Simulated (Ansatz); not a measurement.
Crystal: NiMoIrPdW.

```
Ni Mo Pd Ir W
1.0
     2.77085    0.00000    0.00000
    -1.38543    2.39963    0.00000
     0.00000    0.00000   22.01961
Ni Mo Pd Ir W
2 2 2 2 2
Direct
  0.33333 0.66667 0.85081
  0.66667 0.33333 0.14919
  0.66667 0.33333 0.76059
  0.33333 0.66667 0.23941
  0.33333 0.66667 0.05329
  0.66667 0.33333 0.94671
  0.33333 0.66667 0.65827
  0.66667 0.33333 0.34173
  0.33333 0.66667 0.44418
  0.66667 0.33333 0.55582
```

The cell was built by a generator and needn't be a form met in nature.

```yaml
Program: Ansatz 0.2.0
Task: relaxation of cell and atoms
Functional: PBE
Dispersion: D3(BJ)
Potentials_or_basis: Ansatz PAW
Cutoff: "420 eV (not typed: the program's choice for these potentials)"
k_mesh: 8 × 8 × 1
Occupations: fermi-dirac, width 0.05 eV
Spin: collinear spin, ferromagnetic start
Starting_moments: "[1.0, 1.0, 1.0, 1.0, 0.0, 0.0, 0.6, 0.6, 0.0, 0.0] μB"
```

At the start: volume 14.64 Å³/atom.

Q: How do energy, volume and symmetry change on relaxing?

A: It ends after 5 steps and the volume is 14.23 Å³/atom (-2.8 %); space group P-3m1 (No. 164, to 0.05 Å); moment 0.00 μB per cell.

Step by step:
```tsv
step	energy change (eV)	largest force (eV/Å)	volume (Å³)
1	0.0000	0.0791	146.41
2	-0.0873	0.0596	142.80
3	-0.0892	0.0181	142.33
4	-0.0893	0.0040	142.34
5	-0.0875	0.0040	142.34
```

Final structure:
```
CELL_PARAMETERS angstrom
2.74650 0.00000 0.00000
-1.37325 2.37854 0.00000
0.00000 0.00000 21.78834
ATOMIC_POSITIONS crystal
Ni 0.33333 0.66667 0.85180
Ni 0.66667 0.33333 0.14820
Mo 0.66667 0.33333 0.76130
Mo 0.33333 0.66667 0.23870
Pd 0.33333 0.66667 0.05283
Pd 0.66667 0.33333 0.94717
Ir 0.33333 0.66667 0.65877
Ir 0.66667 0.33333 0.34123
W 0.33333 0.66667 0.44405
W 0.66667 0.33333 0.55595
```

Caveat: the plane-wave basis is chosen anew once the cell has moved, so the energies of steps on either side of that aren't comparable; pairwise dispersion overbinds metals, which lowers pressure and volume; the starting moments weren't kept.
